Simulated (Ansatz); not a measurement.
# Ba2Re: the cost of one run

Program: Ansatz 0.2.0. Level of theory: DFT PBE, scalar-relativistic, plane waves, PAW. These are calculated values, not measurements.

The COD entry's cell or inner coordinates are ideal or old and differ from later refinements, so a difference from it is no clean test against experiment.

## 1. Starting point

Symmetry: Pn-3m, No. 224, cubic system. Conventional cell: a = 5.873 Å, b = 5.873 Å, c = 5.873 Å, α = 90.00°, β = 90.00°, γ = 90.00°. Ba (site symmetry -3m) has 2 Re at 2.54 Å as nearest neighbours. Re (site symmetry -43m) has 4 Ba at 2.54 Å as nearest neighbours.

As a file:

```cif
data_structure
_symmetry_space_group_name_H-M 'Pn-3m:1'
_symmetry_Int_Tables_number 224
_cell_length_a 5.8733
_cell_length_b 5.8733
_cell_length_c 5.8733
_cell_angle_alpha 90.000
_cell_angle_beta 90.000
_cell_angle_gamma 90.000
_cell_volume 202.61
loop_
_atom_site_label
_atom_site_type_symbol
_atom_site_symmetry_multiplicity
_atom_site_Wyckoff_symbol
_atom_site_fract_x
_atom_site_fract_y
_atom_site_fract_z
_atom_site_occupancy
Ba1 Ba 4 b 0.25000 0.25000 0.25000 1
Re1 Re 2 a 0.00000 0.00000 0.00000 1
```

(A quick probe on a coarse mesh, which set the mesh and smearing, is not shown.)

## 3. Coarse relaxation

The input, input.yaml:

```yaml
crystal:
  lattice:
    - [5.873324392, 0.0, 0.0]
    - [0.0, 5.873324392, 0.0]
    - [0.0, 0.0, 5.873324392]
  atoms:
    - { symbol: Ba, position: [0.25, 0.25, 0.25] }
    - { symbol: Ba, position: [0.25, 0.75, 0.75] }
    - { symbol: Ba, position: [0.75, 0.75, 0.25] }
    - { symbol: Ba, position: [0.75, 0.25, 0.75] }
    - { symbol: Re, position: [0.0, 0.0, 0.0] }
    - { symbol: Re, position: [0.5, 0.5, 0.5] }
basis:
  ecutwfc: 420
kpoints:
  mp_grid: { grid: [4, 4, 4] }
hamiltonian:
  xc: pbe
scf:
  occupations: { method: gaussian, width: 0.1 }
  lower_state_search: "off"
output:
  forces: true
  stress: true
  eigenvalues: true
relax:
  adjacent_minimum: "off"
  f_tol: 0.04
  max_steps: 70
  cell: { stress_tol: 0.4 }
```

On the command line:

```
$ ansatz run input.yaml --threads 1 --pin off --max-ram 2560MiB --backend cpu --events-out ev --progress --plain --runs-dir out
```

**Question.** How long does this run take on 1 thread of Intel Xeon Platinum 8375C at 2.90GHz (Ice Lake), shared host, and how much memory does it need?

About 35 s, with a peak of 0.55 GiB.
